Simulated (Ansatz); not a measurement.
# Be3As2: the cost of one run

Computed with Ansatz 0.2.0 (DFT PBE, scalar-relativistic, plane waves, PAW, unless a step names another level, unless a step's input says otherwise).

3 further runs of the same task are left out: 2 that didn't finish, 1 set aside as unsound or not needed.

## Step 1: The structure to begin with

Symmetry: P-3m1, No. 164, trigonal system. Conventional cell: a = 3.628 Å, b = 3.628 Å, c = 6.015 Å, α = 90.00°, β = 90.00°, γ = 120.00°. Around Be (site symmetry 3m) lie 4 As at 2.26 to 2.30 Å and 3 Be at 2.47 Å. Be (site symmetry -3m) is surrounded by 6 As at 2.52 Å. As (site symmetry 3m) is surrounded by 7 Be at 2.26 to 2.52 Å.

As a file:

```
CELL_PARAMETERS angstrom
3.62806 0.00000 0.00000
-1.81403 3.14199 0.00000
0.00000 0.00000 6.01499
ATOMIC_POSITIONS crystal
Be 0.66667 0.33333 0.89154
Be 0.00000 0.00000 0.50000
Be 0.33333 0.66667 0.10846
As 0.33333 0.66667 0.73215
As 0.66667 0.33333 0.26785
```

The cell was relaxed beforehand at this level, from a generated guess; it is a trial structure. At a tolerance of 0.05 Å it has space group P-3m1 (No. 164); it has 13.71 Å³/atom, an uncorrected energy of +0.06 eV/atom over the elements.

## Step 2: Electronic structure at the relaxed geometry

File input.yaml:

```yaml
crystal:
  lattice:
    - [3.6280632369, 0.0, 0.0]
    - [-1.8140316185, 3.1419949297, 0.0]
    - [0.0, 0.0, 6.0149915829]
  atoms:
    - { symbol: Be, position: [0.6666666667, 0.3333333333, 0.8915365635] }
    - { symbol: Be, position: [0.0, 0.0, 0.5] }
    - { symbol: Be, position: [0.3333333333, 0.6666666667, 0.1084634365] }
    - { symbol: As, position: [0.3333333333, 0.6666666667, 0.7321498414] }
    - { symbol: As, position: [0.6666666667, 0.3333333333, 0.2678501586] }
basis:
  ecutwfc: 420
kpoints:
  mp_grid: { grid: [12, 12, 6] }
  band_path:
    path:
      - [[0.0, 0.0, 0.0], [0.5, 0.0, 0.0], [0.33333333, 0.33333333, 0.0], [0.0, 0.0, 0.0], [0.0, 0.0, 0.5], [0.5, 0.0, 0.5], [0.33333333, 0.33333333, 0.5], [0.0, 0.0, 0.5]]
      - [[0.5, 0.0, 0.5], [0.5, 0.0, 0.0]]
      - [[0.33333333, 0.33333333, 0.5], [0.33333333, 0.33333333, 0.0]]
    npoints: 14
hamiltonian:
  xc: pbe
scf:
  occupations: { method: gaussian, width: 0.1 }
  n_extra_bands: 12
output:
  forces: true
  stress: true
  eigenvalues: true
  populations: true
  dos: { projected: true, de: 0.02, nscf_kmesh: { grid: [15, 15, 8] } }
  bader: true
  write_density: true
  write_potential: true
  elf: true
  volumetric_format: npy
```

Launch:

```bash
> ansatz run input.yaml --threads 1 --pin off --max-ram 2048MiB --backend cpu --events-out ev --progress --plain --runs-dir out
```

What time and memory should one allow on 1 thread of Arm Neoverse V1, shared host?

About 68 s, with a peak of 0.48 GiB.
